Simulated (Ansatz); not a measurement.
Task: a comparison of functionals at one structure of RbSr3, space group Fm-3m, with Ansatz 0.2.0, Python API. Give the script and its output. Settings (first run): BLYP, PAW, the default cutoff (420 eV here), 3×3×3 k-points, Methfessel-Paxton smearing of 0.1 eV. The script varies functional: blyp, pbesol, lda.

Contents of `POSCAR`:
```text
RbSr3
1.0
   0.00000000    4.96750700    4.96750700
   4.96750700    0.00000000    4.96750700
   4.96750700    4.96750700    0.00000000
Rb Sr
1 3
Direct
   0.00000000    0.00000000    0.00000000
   0.25000000    0.25000000    0.25000000
   0.75000000    0.75000000    0.75000000
   0.50000000    0.50000000    0.50000000
```

The script, `run_xc.py`:
```python
"""Functional comparison for RbSr3 (totals differ with the potentials too)."""

import warnings

import ansatz as az
from ase.io import read


def main() -> None:
    warnings.simplefilter("ignore", az.DeckWarning)

    atoms = read("POSCAR", format="vasp")
    structure = az.Crystal.from_ase(atoms)

    base = structure.calculation().kpoints(length=20).occupations(az.OccupationsMethod.METHFESSEL_PAXTON)

    rows = []
    for value in ["blyp", "pbesol", "lda"]:
        data = base.functional(value).run(threads=1, pin="off").report
        rows.append((value, data["free_energy_ev"] / len(data["lattice"]["sites"]), data["n_iterations"], data["n_kpoints"]))

    print("  functional   F/atom (eV)    iterations      k-points")
    for row in rows:
        print(f"{str(row[0]):>12s}  {row[1]:12.5f}  {row[2]:12d}  {row[3]:12d}")


if __name__ == "__main__":
    main()
```

```console
$ python run_xc.py
  functional   F/atom (eV)    iterations      k-points
        blyp   -3487.24163             7             4
      pbesol   -3423.25343             6             4
         lda   -3375.75735             7             4
```

Notes:
- BLYP can be off by several per cent in the lattices of metals, and by several GPa in the pressure at a fixed cell.
- The mesh is modest for a metal, so energies can be off by several to tens of meV an atom and pressures by half a GPa or more; differences at equal mesh fare better.
- This cell is a computed structure, which may not be the phase found in nature.
- Total energies of different functionals can't be compared; pressures, moments and gaps at this one structure can.
- Hardware and time: 4.2 s on 1 thread of Intel(R) Xeon(R) Processor @ 2.30GHz, on a shared host, peak memory 0.62 GiB.
